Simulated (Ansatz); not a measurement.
The system is VWC2.

```
W V C
1.0
     1.51704    0.87586    4.93389
    -1.51704    0.87586    4.93389
     0.00000   -1.75173    4.93389
W V C
1 1 2
Direct
  0.00000 0.00000 0.00000
  0.50000 0.50000 0.50000
  0.24649 0.24649 0.24649
  0.75351 0.75351 0.75351
```

The cell comes from a database or a generator and needn't be the stable form of this composition.

Program: Ansatz 0.2.0. Alike in all runs: task band structure; potentials or basis Ansatz PAW; cell as given; k mesh 10 × 10 × 10; smearing fermi-dirac 0.05 eV. Hardware: 2 threads of Intel(R) Xeon(R) Processor @ 2.50GHz (Skylake/Cascade Lake), with other jobs on the host.

Problem. Order these runs on this cell by their wall time, lowest first.
A. level LDA; spin collinear, ferromagnetic start; cutoff (eV) 420
B. level r2SCAN; spin collinear, ferromagnetic start; cutoff (eV) 500
C. level PBEsol; spin non-collinear, ferromagnetic start, SOC; cutoff (eV) 420

Solution. A (33 s), B (80 s), C (490 s).

Caveats: the starting moments weren't kept (some runs); the magnetic or orbital state may not be the lowest (some runs).

Runs at the PBE level aren't shown here.
